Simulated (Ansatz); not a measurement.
Runs of Ansatz 0.2.0 on Ir4W. It takes space group R-3m (No. 166, trigonal). Conventional cell: a = 2.756 Å, b = 2.756 Å, c = 33.932 Å, α = 90.00°, β = 90.00°, γ = 120.00°. Around Ir (site symmetry 3m) lie 9 Ir at 2.76 to 2.80 Å and 3 W at 2.76 Å. Ir (site symmetry 3m) has 12 Ir at 2.72 to 2.80 Å as nearest neighbours. W (site symmetry -3m) has 6 W at 2.76 Å and 6 Ir at 2.76 Å as nearest neighbours. The cell comes from a database or a generator and needn't be the stable form of this composition.

```tsv
level	cutoff (eV)	gap on the mesh (eV)	pressure (GPa)	largest force (eV/Å)
RPBE	420	none	(c)	0.03
r2SCAN	500	none	-8.2	0.06
LDA	420	none	-17.4	0.06
PBEsol	420	none	(b)	0.03
BLYP	420	none	13.6	0.09
revPBE	420	none	(a)	0.02
PBE	420	none	-1.4	0.02
```

Alike in all rows: task band structure; potentials or basis Ansatz PAW; no spin polarisation; cell as given; k mesh 11 × 11 × 11; smearing fermi-dirac 0.05 eV.

Estimate the missing entries.

(a) 1.5; (b) -11.9; (c) 2.6.

Caveats: spin-orbit coupling is left out, which moves the levels of the heavy elements; the PAW data sets come from PBE, with cores solved anew for the run's functional, which leaves a small shift of forces and pressure (some runs).

A k mesh can miss the band edges, and the runs leave out spin-orbit coupling on Ir, W.

A gap of «none» marks a metal or a gap under the smearing width.
